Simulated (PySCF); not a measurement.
# C2H5NO2Si: the cost of one run

Programs: PySCF 2.14.0, with density-fitted response routines of our own. Each step states its level of theory. These are calculated values for one molecule in the gas phase, unless marked as measured. Atoms count from 0, in the outputs and in this text.

### 1 The molecule as given

11 atoms, charge 0, multiplicity 1; geometry from: GFN2-xTB. The atoms were then displaced at random by about 0.01 Å, so the start is not that level's minimum.

Bonds of the start (Å): O0–C1 1.24, C1–C2 1.48, C2–N3 1.31, N3–Si4 1.73, Si4–O5 1.63, C1–H6 1.09, C2–H7 1.07, Si4–H8 1.43, Si4–H9 1.48, O5–H10 0.94.

### 2 Geometry optimisation at PBE0-D3(BJ)/def2-SVP

What the job is given:

```
{"job": {"xc": "PBE0", "basis": "def2-SVP", "d3": "d3bj", "grid": 1, "shake": 0.01, "kind": "geom"}, "charge": 0, "multiplicity": 1}
O     -1.187550    -1.474180     0.743990
C     -1.840530    -0.562760     0.224900
C     -1.196180     0.701100    -0.206740
N      0.092410     0.876520    -0.089590
Si     1.203730    -0.281480     0.557790
O      2.653090     0.395220     0.252140
H     -2.913530    -0.630960     0.059430
H     -1.791280     1.497570    -0.610440
H      1.286150    -1.532880    -0.120340
H      0.967840    -0.347350     2.017890
H      2.763960     1.333370     0.235140
```

The run is started by

```sh
> OMP_NUM_THREADS=1 python probes_run.py task.json out
```

The driver reads the jobs from task.json and runs them one after another.

Q: Estimate the wall time and peak memory of this first job on 1 thread of Arm Neoverse V1, shared host.

About 50 s, with a peak of 0.47 GiB.
